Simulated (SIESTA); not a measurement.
## InSe2 under changes of volume

One of the cells (24.339 Å³/atom); the others are scaled copies at fixed shape and fractional positions:

```
CELL_PARAMETERS angstrom
3.89489 0.00000 0.00000
0.00000 3.89489 0.00000
0.00000 0.00000 9.62623
ATOMIC_POSITIONS crystal
In 0.50000 0.00000 0.29353
In 0.00000 0.50000 0.70647
Se 0.50000 0.50000 0.00000
Se 0.00000 0.00000 0.00000
Se 0.50000 0.00000 0.63379
Se 0.00000 0.50000 0.36621
```

The cell comes from a database or a generator and needn't be the stable form of this composition.

| Quantity | Value |
| --- | --- |
| Program | SIESTA 5.4.2 |
| Functional | LDA |
| Potentials or basis | PseudoDojo 0.4 standard (LDA files) |
| Basis | DZP (energy shift 0.003 Ry; two zetas on semicore shells) |
| Grid cutoff | 500 Ry |
| Energy shift | 0.003 Ry |
| k mesh | 5 × 5 × 2 |
| Occupations | fermi-dirac, width 0.05 eV |
| Spin | no spin polarisation |

```tsv
volume (Å³/atom)	energy over the lowest point (meV/atom)	pressure (GPa)	largest force (eV/Å)
22.878	0.00	0.3	0.195
23.365	1.55	-1.2	0.175
23.852	7.19	-2.4	0.158
24.339	16.49	-3.6	0.142
24.825	?	?	?
25.312	44.64	-5.5	0.110
25.799	62.51	-6.2	0.094
```

**Question.** What does the run at 24.825 Å³/atom give?

**Answer.** Energy over the lowest point 29.21 meV/atom; pressure -4.6 GPa; largest force 0.126 eV/Å.

Worked out: A Birch-Murnaghan fit of order 3 (a polynomial in V^(-2/3)) to the other rows has its minimum at 22.96 Å³/atom with B0 = V·E''(V) = 72 GPa and B' = 5.0 at fixed shape and positions, which overstates the stiffness. It gives 29.13 meV/atom at 24.825 Å³/atom, against the run's 29.21, and -dE/dV = -4.6 GPa, against -4.6.

Energies are extrapolated to zero smearing.

Caveats: the basis of atomic orbitals isn't converged, which shifts pressures, moduli and gaps.
